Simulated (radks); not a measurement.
# Nb²⁺ in [Kr] 4d3: an all-electron calculation

What are the levels of the niobium ion Nb2+, how large are its shells, and how does its energy divide?

Program: radks (a radial shooting solver on a logarithmic mesh, Libxc functionals) version 1. Level of theory: Dirac Kohn-Sham, BLYP, spin-unpolarised, spherical densities, finite nucleus; open shells fill j = l - 1/2 first. These are calculated values, not measurements, unless marked.

### Step 1. Starting point

```
element            : niobium (Z = 41)
charge             : +2
electrons          : 39
configuration      : [Kr] 4d3
nuclear rms radius : 4.324 fm
```

### Step 2. Self-consistent calculation

Settings of this run:

```text
Z 41
configuration [Kr] 4d3 5s0 5p0
relativity Dirac
functional b88,lyp
spin unpolarised
j_filling energy
nucleus finite rms 4.324 fm
c 137.035999084
```

Command:

```
python run_ks.py task.json out
```

This one command runs every case of the session in turn.

What does the calculation give?

**Answer**, as computed:

```
                        quantity                   value
                    total energy     -3819.83814 hartree
exchange-correlation share of it                  3.11 %
                            −T/E                  1.0352
          highest occupied level       4d3/2, -19.092 eV
    most extended occupied level  4d3/2, <r> = 1.86 bohr
 radius at density 0.001 e/bohr³               3.66 bohr
    maxima of the radial density                       4
         ionisation energy, NIST   25.040 (semi-emp.) eV
```

**Reading.** The radial density shows 4 maxima for 4 occupied principal shells. −T/E is 1.035: with relativity the kinetic term as defined here no longer equals −E. Minus the highest eigenvalue, 19.092 eV, is 76 % of the tabulated ionisation energy (25.040 eV); the potential of a semilocal functional falls off too fast, so its top eigenvalue is too shallow. Spin polarisation and multiplet splitting are left out.
